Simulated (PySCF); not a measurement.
**BiF+: bond curves at several levels of theory**

One table from this session's results is given with a row withheld; the runs are named, their logs left out.

The runs use PySCF 2.14.0; Bi cc-pVDZ-PP with ECP60, F cc-pVDZ, scalar-relativistic core potentials.

The first run:

Settings of the job:

```yaml
atoms: Bi, F
charge: 1
basis: Bi cc-pVDZ-PP with ECP60, F cc-pVDZ
Hamiltonian: scalar-relativistic core potentials
basis_functions: 37
electrons_treated: 31
masses_in_u: 208.9804, 18.9984
levels: PBE0, PBE, r²SCAN, TPSSh, r²SCAN0, MN15, LC-ωPBE, HF, MP2, SCS-MP2, CCSD, CCSD(T)
grid: 80 radial by 434 angular points
occupations: held fixed by the projection of orbital angular momentum
dissociation_limit: Bi+ + F, each in its ground configuration
starting_distance_in_angstrom: 2.175
values_of_2S_to_try: 1, 3
```

On the command line:

```sh
$ OMP_NUM_THREADS=1 python dia.py task.json out
```

Steps of the session up to this table: Input; PBE0 along the bond; Excited determinants; PBE; r²SCAN; TPSSh; r²SCAN0 (hybrid meta-GGA); MN15 (hybrid meta-GGA); LC-ωPBE (range-separated hybrid); UHF (mean field); Adding correlation.

One table of the session follows, with a row left open; its other results are not shown here.

Energy (eV) from each level's lowest point:

```
R (Å)    UHF  UHF-MP2  UHF-SCS-MP2  UHF-CCSD  UHF-CCSD(T)
1.714  1.499    1.674        1.687       n/a          n/a
1.794  0.608    0.729        0.739     0.732        0.769
1.873      ?        ?            ?         ?            ?
1.933  0.010    0.044        0.048     0.046        0.058
1.993  0.000    0.000        0.000     0.000        0.000
2.053  0.087    0.054        0.051     0.051        0.038
2.132  0.311    0.238        0.229     0.228        0.197
2.232  0.699    0.615        0.598     0.559        0.510
2.352  1.290    1.232        1.202     1.050        0.968
2.511  2.083    1.815        1.755       n/a          n/a
```

**Question.** Estimate the row for R (Å) = 1.873.

Worked estimate for «UHF». A straight line through the neighbours (1.794, 0.608) and (1.933, 0.010) gives 0.608 + (0.010 − 0.608) × (1.873 − 1.794) / (1.933 − 1.794) = 0.268; a parabola fitted to 4 rows on both sides gives 0.133.

The run gave: UHF: 0.149; UHF-MP2: 0.220; UHF-SCS-MP2: 0.226; UHF-CCSD: 0.223; UHF-CCSD(T): 0.246. In «UHF» the line misses by +0.119 and the parabola by -0.016.

State 2 has its PBE0 minimum 3.18 eV higher. The other levels ran on the lowest alone.
